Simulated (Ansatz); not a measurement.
# F4Ni: the cost of one run

Program: Ansatz 0.2.0. Level of theory: DFT unrestricted B3LYP, scalar-relativistic (X2C), Gaussian basis x2c-TZVPPall, and further levels as typed in the inputs. These are calculated values, not measurements.

## Step 1: Starting point

Bond lengths: Ni1–F2 1.738 Å, Ni1–F3 1.737 Å, Ni1–F4 1.736 Å, Ni1–F5 1.706 Å. Angles: F2–Ni1–F3 108.4°, F2–Ni1–F4 108.9°, F2–Ni1–F5 110.3°, F3–Ni1–F4 108.6°, F3–Ni1–F5 111.0°, F4–Ni1–F5 109.5°.

Coordinates:

```xyz
5

Ni   -0.0032   -0.0160   -0.0154
F     1.4062   -0.0022    1.0022
F    -1.4134    0.0201    0.9987
F     0.0042    1.4097   -1.0061
F    -0.0002   -1.4015   -1.0105
```

## Step 2: Relaxing the atoms: F4Ni

File input.yaml:

```yaml
relax:
  f_tol: 0.001
  max_steps: 200
crystal:
  periodic: [false, false, false]
  atoms:
    - { symbol: Ni, position_ang: [-0.003189, -0.01603, -0.015352] }
    - { symbol: F, position_ang: [1.406214, -0.002167, 1.002242] }
    - { symbol: F, position_ang: [-1.413413, 0.020108, 0.998726] }
    - { symbol: F, position_ang: [0.004222, 1.409663, -1.006073] }
    - { symbol: F, position_ang: [-0.000163, -1.401476, -1.010542] }
magnetization:
  spin_polarized: true
  initial_magnetization: 4
basis:
  gaussian: { orbitals: x2c-TZVPPall }
hamiltonian:
  xc: { name: B3LYP }
output:
  orbitals: {}
```

The run is started by

```bash
$ ansatz run input.yaml --threads 4 --pin off --max-ram 8192MiB --backend cpu --events-out ev --progress --plain --runs-dir out
```

**Question.** How long does this run take on 4 threads of Arm Neoverse V2, shared host, and how much memory does it need?

About 2.2 min, with a peak of 0.92 GiB.
